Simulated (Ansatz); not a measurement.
# ClH6NSn: the cost of one run

Method: RKS B3LYP-D4/def2-SVP, in Ansatz 0.2.0.

## 1. The structure to begin with

Bond lengths: Sn1–Cl2 2.760 Å, Sn1–H3 1.740 Å, Sn1–H4 1.739 Å, Sn1–H5 1.739 Å, Sn1–N6 2.400 Å, N6–H7 1.060 Å, N6–H8 1.060 Å. Angles: Cl2–Sn1–H3 109.4°, Cl2–Sn1–H4 109.5°, Cl2–Sn1–H5 109.5°, Cl2–Sn1–N6 71.6°, H3–Sn1–H4 109.5°, H3–Sn1–H5 109.5°, H3–Sn1–N6 178.9°, H4–Sn1–H5 109.5°, H4–Sn1–N6 70.0°, H5–Sn1–N6 70.0°, Sn1–N6–H7 120.0°, Sn1–N6–H8 120.0°, H7–N6–H8 120.0°.

Coordinates:

```xyz
9

Sn    0.0000    0.0000    0.0000
Cl    0.0000    0.0000    2.7600
H     1.6408    0.0000   -0.5794
H    -0.8195    1.4198   -0.5794
H    -0.8195   -1.4198   -0.5794
N    -2.2776    0.0000    0.7568
H    -2.9976   -0.6071    0.2705
H    -2.5634    0.6071    1.5773
H    -1.5625    0.0000    1.9842
```

## 2. Pulling towards end A

Springs on the bonds that form and break draw the guess towards this end; the thresholds are loose.

Input file input.yaml:

```yaml
crystal:
  periodic: [false, false, false]
  atoms:
    - { symbol: Sn, position_ang: [0.0, 0.0, 0.0] }
    - { symbol: Cl, position_ang: [0.0, 0.0, 2.76] }
    - { symbol: H, position_ang: [1.6408, 0.0, -0.5794] }
    - { symbol: H, position_ang: [-0.8195, 1.4198, -0.5794] }
    - { symbol: H, position_ang: [-0.8195, -1.4198, -0.5794] }
    - { symbol: "N", position_ang: [-2.2776, 0.0, 0.7568] }
    - { symbol: H, position_ang: [-2.9976, -0.6071, 0.2705] }
    - { symbol: H, position_ang: [-2.5634, 0.6071, 1.5773] }
    - { symbol: H, position_ang: [-1.5625, 0.0, 1.9842] }
basis:
  gaussian: { orbitals: def2-SVP }
hamiltonian:
  xc: b3lyp
  dispersion: d4
relax:
  f_tol: 0.15
  max_steps: 25
  restrain:
    - { distance: [0, 5], at: 3.3, k: 30.0 }
    - { distance: [8, 1], at: 2.57, k: 30.0 }
    - { distance: [0, 1], at: 2.41, k: 30.0 }
    - { distance: [8, 5], at: 1.06, k: 30.0 }
```

Started as:

```bash
$ ansatz run input.yaml --threads 2 --pin off --max-ram 3072MiB --backend cpu --events-out ev --progress --plain --runs-dir out
```

What time and memory should one allow on 2 threads of Arm Neoverse V2, shared host?

About 26 s, with a peak of 0.19 GiB.
